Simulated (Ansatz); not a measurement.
Task: a comparison of functionals at one structure of Li, space group Fm-3m, with the Ansatz DFT code, driven from Python. Give the script and its output. Level of theory (first run): LDA, norm-conserving potentials, the default cutoff (1007 eV here), 7×7×7 k-points, Fermi-Dirac smearing of 0.15 eV. The script varies functional: lda, r2scan, blyp.

```
Li
1.0
     0.00000    2.20200    2.20200
     2.20200    0.00000    2.20200
     2.20200    2.20200    0.00000
Li
1
Direct
  0.00000 0.00000 0.00000
```

`xc_li.py`
```python
'''Functional comparison for Li (totals differ with the potentials too).'''

import warnings

import ansatz as az
from ase import Atoms
from tabulate import tabulate

warnings.simplefilter('ignore', az.DeckWarning)

atoms = Atoms(
    ['Li'],
    scaled_positions=[
        [0.0, 0.0, 0.0],
    ],
    cell=[
        [0.0, 2.202, 2.202],
        [2.202, 0.0, 2.202],
        [2.202, 2.202, 0.0],
    ],
    pbc=True,
)
xtal = az.Crystal.from_ase(atoms)

setup = xtal.calculation()
setup = setup.mixing('msr1')
setup = setup.occupations(az.OccupationsMethod.FERMI_DIRAC, width=0.15).kpoints(spacing=0.38)
setup = setup.scf(tolerance=1e-05, max_iterations=100, self_checks='high').pseudopotentials('nc')
setup = setup.forces()
setup = setup.stress()

rows = []
for value in ['lda', 'r2scan', 'blyp']:
    rep = setup.functional(value).run(threads=1).report
    rows.append((value, rep['free_energy_ev'] / len(rep['lattice']['sites']), rep['n_iterations'], sum(rep['stress_gpa'][i][i] for i in range(3)) / 3, max(abs(f) for row in rep['forces_ev_ang'] for f in row), rep['n_kpoints']))

print(tabulate(rows, headers=['functional', 'F/atom (eV)', 'iterations', 'P (GPa)', 'max component (eV/A)', 'k-points'], floatfmt='.4f', tablefmt='grid'))
```

```console
$ python xc_li.py
+--------------+---------------+--------------+-----------+------------------------+------------+
| functional   |   F/atom (eV) |   iterations |   P (GPa) |   max component (eV/A) |   k-points |
+==============+===============+==============+===========+========================+============+
| lda          |     -193.6534 |            4 |   -1.4551 |                 0.0000 |         20 |
+--------------+---------------+--------------+-----------+------------------------+------------+
| r2scan       |     -200.2155 |            4 |   -0.2320 |                 0.0000 |         20 |
+--------------+---------------+--------------+-----------+------------------------+------------+
| blyp         |     -196.7548 |            4 |   -0.7823 |                 0.0000 |         20 |
+--------------+---------------+--------------+-----------+------------------------+------------+
```

From lowest to highest: LDA (-1.5 GPa), BLYP (-0.8 GPa) and r2SCAN (-0.2 GPa). At a fixed cell a lower pressure usually means a smaller equilibrium volume, so LDA prefers the smallest cell and r2SCAN the largest.

Such functionals run on norm-conserving files made under PBE, which can move pressures by some GPa. BLYP can be off by several per cent in the lattices of metals, and by several GPa in the pressure at a fixed cell. The mesh is modest for a metal, so energies can be off by several to tens of meV an atom and pressures by half a GPa or more; differences at equal mesh fare better. A Fermi-Dirac width this large means warm electrons, whose thermal share enters the free energy. The program warned that this SCF threshold is loose for forces or stresses. Forces vanish by symmetry here and test nothing. Pressure is positive in compression. This isn't the structure that Li takes at ambient conditions. Total energies of different functionals can't be compared; pressures, moments and gaps at this one structure can. The script silences the warnings on its input, which a real study should read. Finished in 5.6 s on 1 thread of Intel(R) Xeon(R) Processor @ 2.30GHz (shared host), peak memory 0.64 GiB.
